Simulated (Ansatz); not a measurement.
# CH₃BFGa: small, medium and large basis sets

One table from this session's results is given with a row withheld; the runs are named, their logs left out.

Program: Ansatz 0.2.0, Gaussian basis. Level of theory: one geometry, several basis sets. These are calculated values, not measurements.

Levels to be run: PBE0-D4/def2-SVP; ωB97M-V/def2-SVP; PBE0-D4/def2-QZVPP; ωB97M-V/def2-QZVPP; the functionals' def2-TZVPP values are taken from earlier runs.

### The geometry

All runs share one geometry, relaxed beforehand with PBE0-D4 in a triple-zeta def2 set.

7 atoms, charge 0, spin multiplicity 1.

Atoms are counted from 1 here; the program's logs count them from 0.

Bond lengths: F1–C2 1.405 Å, C2–B3 1.448 Å, C2–Ga4 2.379 Å, C2–H5 1.084 Å, B3–Ga4 2.396 Å, B3–H6 1.219 Å, B3–H7 1.195 Å. Angles: F1–C2–B3 120.7°, F1–C2–Ga4 73.5°, F1–C2–H5 108.4°, B3–C2–Ga4 73.0°, B3–C2–H5 130.8°, Ga4–C2–H5 122.0°, C2–B3–Ga4 71.7°, C2–B3–H6 118.9°, C2–B3–H7 120.9°, Ga4–B3–H6 73.0°, Ga4–B3–H7 122.4°, H6–B3–H7 120.0°, C2–Ga4–B3 35.3°.

Set-up of the first run:

Input file in.yaml:

```yaml
crystal:
  periodic: [false, false, false]
  atoms:
    - {symbol: F, position_ang: [-0.990178, -1.421256, 0.147072]}
    - {symbol: C, position_ang: [0.184012, -0.743890, -0.223030]}
    - {symbol: B, position_ang: [0.538438, 0.515460, 0.398575]}
    - {symbol: Ga, position_ang: [-1.617919, 0.758431, -0.617540]}
    - {symbol: H, position_ang: [0.658059, -1.295732, -1.027033]}
    - {symbol: H, position_ang: [-0.203118, 0.984401, 1.245134]}
    - {symbol: H, position_ang: [1.492006, 1.134586, 0.031322]}
basis:
  gaussian: {orbitals: def2-SVP}
hamiltonian: {xc: pbe0, dispersion: d4}
output: {orbitals: {seedname: orbitals}}
```

Run with:

```sh
> ansatz run in.yaml --threads 2 --pin off --events-out ev --progress --plain --max-ram 4352MiB
```

Among the steps run: PBE0-D4 in def2-SVP; ωB97M-V in def2-SVP; PBE0-D4 in def2-QZVPP; ωB97M-V in def2-QZVPP.

One table of the session follows, with a row left open; its other results are not shown here.

It belongs to the step «Density functionals: the series». 

```
functional       basis  HOMO (eV)  LUMO (eV)
   PBE0-D4    def2-SVP      -6.40      -1.80
   PBE0-D4  def2-TZVPP      -6.40      -1.82
   PBE0-D4  def2-QZVPP          ?          ?
   ωB97M-V    def2-SVP      -8.42       0.00
   ωB97M-V  def2-TZVPP      -8.44      -0.05
   ωB97M-V  def2-QZVPP      -8.46      -0.18
```

Estimate the missing values for PBE0-D4, def2-QZVPP.

The run gave: HOMO (eV): -6.42; LUMO (eV): -1.85. In the column «HOMO (eV)» it lies between ωB97M-V, def2-SVP (-8.42) and PBE0-D4, def2-SVP (-6.40).
